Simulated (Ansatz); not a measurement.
# C₂H₆SiTe: basis-set convergence

An exercise on one series of results from a longer session: the logs are not shown, and one member is left open.

Method: one geometry, several basis sets; program: Ansatz 0.2.0, Gaussian basis.

Levels to be run: PBE0-D4/def2-SVP; ωB97M-V/def2-SVP; PBE0-D4/def2-QZVPP; ωB97M-V/def2-QZVPP; the functionals' def2-TZVPP values are taken from earlier runs.

## The geometry

An earlier PBE0-D4 in a triple-zeta def2 set relaxation fixed the geometry. Te takes the def2 core potential; no spin-orbit term is included.

SMILES `C=C([SiH3])[TeH]`, 10 atoms, charge 0, spin multiplicity 1.

Atoms are counted from 1 here; the program's logs count them from 0.

Bond lengths: C1–C2 1.332 Å, C1–H5 1.087 Å, C1–H6 1.087 Å, C2–Si3 1.862 Å, C2–Te4 2.108 Å, Si3–H7 1.486 Å, Si3–H8 1.487 Å, Si3–H9 1.488 Å, Te4–H10 1.659 Å. Angles: C2–C1–H5 123.5°, C2–C1–H6 120.5°, H5–C1–H6 115.9°, C1–C2–Si3 122.6°, C1–C2–Te4 120.0°, Si3–C2–Te4 117.3°, C2–Si3–H7 110.3°, C2–Si3–H8 109.7°, C2–Si3–H9 109.0°, H7–Si3–H8 108.3°, H7–Si3–H9 110.0°, H8–Si3–H9 109.7°, C2–Te4–H10 93.4°.

The first run:

in.yaml reads:

```yaml
crystal:
  periodic: [false, false, false]
  atoms:
    - {symbol: C, position_ang: [-0.647719, 1.475058, 0.544784]}
    - {symbol: C, position_ang: [0.033661, 0.537043, -0.110394]}
    - {symbol: Si, position_ang: [0.034463, -1.250703, 0.410002]}
    - {symbol: Te, position_ang: [1.274039, 1.072881, -1.728823]}
    - {symbol: H, position_ang: [-0.655020, 2.523177, 0.257082]}
    - {symbol: H, position_ang: [-1.240145, 1.217833, 1.419341]}
    - {symbol: H, position_ang: [1.394670, -1.659699, 0.845223]}
    - {symbol: H, position_ang: [-0.364098, -2.106244, -0.738944]}
    - {symbol: H, position_ang: [-0.931805, -1.429452, 1.527168]}
    - {symbol: H, position_ang: [1.185054, -0.430992, -2.422439]}
basis:
  gaussian: {orbitals: def2-SVP}
hamiltonian: {xc: pbe0, dispersion: d4}
output: {orbitals: {seedname: orbitals}}
```

The run is started by

```console
ansatz run in.yaml --threads 4 --pin off --events-out ev --progress --plain --max-ram 10444MiB
```

Among the steps run: PBE0-D4 in def2-SVP; ωB97M-V in def2-SVP; PBE0-D4 in def2-QZVPP; ωB97M-V in def2-QZVPP.

One of the session's tables, all rows but one given; the rest of the session is left out.

It belongs to the step «Functionals by basis». 

| functional | basis | HOMO (eV) |
| --- | --- | --- |
| PBE0-D4 | def2-SVP | -6.11 |
| PBE0-D4 | def2-TZVPP | -6.22 |
| PBE0-D4 | def2-QZVPP | -6.23 |
| ωB97M-V | def2-SVP | -8.15 |
| ωB97M-V | def2-TZVPP | -8.28 |
| ωB97M-V | def2-QZVPP | ? |

**Question.** Estimate the row for ωB97M-V, def2-QZVPP.

The run gave: HOMO (eV): -8.30. In the column «HOMO (eV)» it is the lowest.
